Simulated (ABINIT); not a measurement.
The system is AlO2.

```
Al O
1.0
     1.48816   -5.40283    0.00000
     1.48816    5.40283    0.00000
     0.00000    0.00000    3.64661
Al O
2 4
Direct
  0.66813 0.33187 0.75000
  0.33187 0.66813 0.25000
  0.06107 0.93893 0.75000
  0.93893 0.06107 0.25000
  0.29418 0.70582 0.75000
  0.70582 0.29418 0.25000
```

The cell comes from a database or a generator and needn't be the stable form of this composition.

| Property | Result |
| --- | --- |
| Program | ABINIT 10.8.3 (patched build) |
| Task | single point |
| Functional | PBEsol |
| Potentials or basis | PseudoDojo NC SR PBEsol v0.4.1 standard |
| Cutoff | 1143 eV |
| k mesh | 9 × 9 × 7 |
| Occupations | fermi-dirac, width 0.05 eV |
| Spin | no spin polarisation |

On this cell: pressure -6.5 GPa; largest force 0.603 eV/Å; band gap on the k mesh none (metal or under the smearing width).

The same run follows on a disturbed copy (atoms moved at random, drawn with an rms of 0.05 Å):

```
Al O
1.0
     1.48816   -5.40283    0.00000
     1.48816    5.40283    0.00000
     0.00000    0.00000    3.64661
Al O
2 4
Direct
  0.65090 0.31897 0.76697
  0.33785 0.68253 0.25141
  0.07716 0.95176 0.72942
  0.95916 0.08131 0.24310
  0.29823 0.72369 0.74900
  0.70944 0.29587 0.25165
```

Task: What changes?

Result: The energy (extrapolated to zero smearing) moves by +25.6 meV/atom; pressure -4.0 GPa; largest force 1.721 eV/Å; band gap on the k mesh none (metal or under the smearing width).

Forces in eV/Å, atoms in the order of the input:
```
Al   1.352 -0.009 -1.065
Al   0.105 -0.477  0.014
O   -1.020  1.176  0.159
O   -0.252 -0.216  0.195
O   -0.281 -0.672  0.324
O    0.095  0.199  0.374
```

Stress tensor (GPa, compression positive):
```
-4.78 -0.75  0.45
-0.75 -4.21 -0.13
 0.45 -0.13 -3.08
```
